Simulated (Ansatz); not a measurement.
# C2H5AlBCl: a ladder of functionals and wavefunction methods

The task here is to estimate one member of a computed series from the others.

Computed with Ansatz 0.2.0, Gaussian basis. Level: functionals in def2-TZVPP, the program's frozen cores in correlated methods.

Plan: LDA (SPW92), PBE-D4, revPBE-D4, BLYP-D4, r2SCAN-D4, B97M-V, PBE0-D4, B3LYP-D4, r2SCANh-D4, r2SCAN0-D4, HSE06-D4, BHLYP-D4, CAM-B3LYP-D4, LC-ωPBE, ωB97X-V, ωB97M-V, B2PLYP, PBE-QIDH; CCSD(T)/def2-SVP; CCSD(T)/def2-TZVPP; MP2/def2-QZVPP; extrapolation to the limit; RPA on PBE.

## The geometry

An earlier PBE0-D4 in a triple-zeta def2 set relaxation fixed the geometry.

SMILES `C[B]1[CH2][Al]1[Cl]`, 10 atoms, charge 0, spin multiplicity 1.

Atoms are counted from 1 here; the program's logs count them from 0.

Bond lengths: C1–B2 1.554 Å, C1–H6 1.095 Å, C1–H7 1.093 Å, C1–H8 1.093 Å, B2–C3 1.463 Å, B2–Al4 1.978 Å, C3–Al4 2.145 Å, C3–H9 1.106 Å, C3–H10 1.093 Å, Al4–Cl5 2.100 Å. Angles: B2–C1–H6 111.2°, B2–C1–H7 111.5°, B2–C1–H8 111.6°, H6–C1–H7 107.8°, H6–C1–H8 107.8°, H7–C1–H8 106.7°, C1–B2–C3 135.9°, C1–B2–Al4 148.6°, C3–B2–Al4 75.4°, B2–C3–Al4 63.2°, B2–C3–H9 130.6°, B2–C3–H10 122.7°, Al4–C3–H9 67.4°, Al4–C3–H10 174.1°, H9–C3–H10 106.7°, B2–Al4–C3 41.3°, B2–Al4–Cl5 159.8°, C3–Al4–Cl5 118.5°.

The first run:

in.yaml

```yaml
crystal:
  periodic: [false, false, false]
  atoms:
    - {symbol: C, position_ang: [-1.197107, -1.237144, 0.389858]}
    - {symbol: B, position_ang: [-0.236493, -0.085047, -0.015934]}
    - {symbol: C, position_ang: [1.181671, 0.219048, 0.178613]}
    - {symbol: Al, position_ang: [0.031899, 1.645462, -0.936281]}
    - {symbol: Cl, position_ang: [0.999879, 3.359615, -1.666660]}
    - {symbol: H, position_ang: [-0.669522, -2.011376, 0.956856]}
    - {symbol: H, position_ang: [-2.021694, -0.872734, 1.008513]}
    - {symbol: H, position_ang: [-1.647928, -1.711993, -0.485733]}
    - {symbol: H, position_ang: [1.785088, 1.084531, -0.154373]}
    - {symbol: H, position_ang: [1.857308, -0.441365, 0.728041]}
basis:
  gaussian: {orbitals: def2-TZVPP}
hamiltonian: {xc: lda}
output: {orbitals: {seedname: orbitals}}
```

Steps of the session up to this table: LDA; PBE-D4 (GGA); revPBE-D4 (GGA); BLYP-D4 (GGA); r2SCAN-D4 (meta-GGA); B97M-V (meta-GGA); PBE0-D4 (hybrid); B3LYP-D4 (hybrid); r2SCANh-D4 (hybrid); r2SCAN0-D4 (hybrid); HSE06-D4 (hybrid); BHLYP-D4 (hybrid); CAM-B3LYP-D4 (range-separated); LC-ωPBE (range-separated); ωB97X-V (range-separated); ωB97M-V (range-separated); B2PLYP (double hybrid); PBE-QIDH (double hybrid).

One of the session's tables, all rows but one given; the rest of the session is left out.

It belongs to the step «Frontier levels by functional». 

| functional | HOMO (eV) | LUMO (eV) | gap (eV) |
| --- | --- | --- | --- |
| LDA (SPW92) | -6.05 | -2.41 | 3.64 |
| PBE-D4 | -5.94 | -2.22 | 3.72 |
| revPBE-D4 | -5.88 | -2.13 | 3.76 |
| BLYP-D4 | -5.82 | -2.10 | 3.72 |
| r2SCAN-D4 | -6.09 | -1.98 | 4.11 |
| B97M-V | ? | ? | ? |
| PBE0-D4 | -6.94 | -1.43 | 5.51 |
| B3LYP-D4 | -6.78 | -1.64 | 5.14 |
| r2SCANh-D4 | -6.46 | -1.71 | 4.76 |
| r2SCAN0-D4 | -7.03 | -1.30 | 5.73 |
| HSE06-D4 | -6.55 | -1.80 | 4.75 |
| BHLYP-D4 | -7.86 | -0.58 | 7.28 |
| CAM-B3LYP-D4 | -8.17 | -0.44 | 7.73 |
| LC-ωPBE | -9.36 | 0.63 | 10.00 |
| ωB97X-V | -9.08 | 0.55 | 9.63 |
| ωB97M-V | -8.93 | 0.34 | 9.27 |

**Question.** Estimate the row for B97M-V.

**Answer.** HOMO (eV): -6.13; LUMO (eV): -1.95; gap (eV): 4.19. In the column «HOMO (eV)» it lies between r2SCANh-D4 (-6.46) and r2SCAN-D4 (-6.09).
